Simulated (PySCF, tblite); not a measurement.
# C₅H₄F₃O₂ radical: geometry, infrared bands and EPR parameters

Aim: predict the infrared bands and EPR parameters of C₅H₄F₃O₂ radical (`C/[C]=C/C(=O)OC(F)(F)F`).

Programs: tblite 0.8.0 and PySCF 2.14.0, with density-fitted response routines of our own. Each step states its level of theory. These are calculated values for one molecule in the gas phase, unless marked as measured. Atoms count from 0, in the outputs and in this text.

## 1. The starting structure

14 atoms, charge 0, multiplicity 2; geometry from: force field or distance geometry start.

Bonds of the start (Å): C0–C1 1.50, C1–C2 1.31, C2–C3 1.49, C3–O4 1.25, C3–O5 1.40, O5–C6 1.42, C6–F7 1.37, C6–F8 1.37, C6–F9 1.39, C0–H10 1.11, C0–H11 1.10, C0–H12 1.09, C2–H13 1.09.

## 2. Relaxing the molecule with GFN2-xTB

The job: settings as JSON, then the geometry in Å.

```
{"job": {"kind": "relax", "xc": "GFN2-xTB", "basis": "xTB"}, "charge": 0, "multiplicity": 2}
C      3.063000    -0.092800    -0.192100
C      1.626900     0.338300    -0.250800
C      0.729100    -0.339300     0.419700
C     -0.665300     0.164300     0.300600
O     -0.867100     1.182700    -0.399400
O     -1.728600    -0.468100     0.957800
C     -3.013700     0.104200     0.776500
F     -3.297700     0.071900    -0.567400
F     -3.073300     1.415100     1.164400
F     -3.892200    -0.707400     1.486500
H      3.607100     0.776700     0.240800
H      3.423900    -0.292200    -1.209100
H      3.135100    -0.930500     0.508700
H      0.951900    -1.223300     1.021700
```

The run is started by

```
OMP_NUM_THREADS=1 python probes_run.py task.json out
```

The driver reads the jobs from task.json and runs them one after another.

**Question.** This job is followed by: GFN2-xTB harmonic vibrations, gas phase; UKS B3LYP, pcH-1 on C F H O, non-relativistic, mean-field spin-orbit, GIAO. Predict these results of the whole session: strongest single infrared mode (GFN2-xTB); zero-point energy (GFN2-xTB); g(iso) (B3LYP); ⟨S²⟩; largest a(iso) (averaged by class); surface potential, 1st and 99th percentile.

The runs gave:

| quantity | value |
| --- | --- |
| strongest single infrared mode (GFN2-xTB) | 1161 cm⁻¹, 788 km/mol |
| zero-point energy (GFN2-xTB) | 51.1 kcal/mol |
| g(iso) (B3LYP) | 2.00213 |
| ⟨S²⟩ | 0.760 (exact 0.75) |
| largest a(iso) (averaged by class) | 13C on C1, 255.1 MHz |
| surface potential, 1st and 99th percentile | -1.46 V and 1.40 V |

What this shows: The optimisation took 29 steps and gained 1.090 eV; among the close pairs (by a distance rule), O5–C6 changed most, from 1.418 to 1.335 Å. No mode is imaginary among the 36: a minimum at this level. The strongest single mode, at 1161 cm⁻¹, moves mainly C6. GFN2-xTB is a fitted tight-binding method: band positions and strengths are rough. Its intensities can rank the bands wrongly. Most of the unpaired spin sits on C1 (1.01 e). The isotropic g lies 0.2 ppt below the free-electron value.
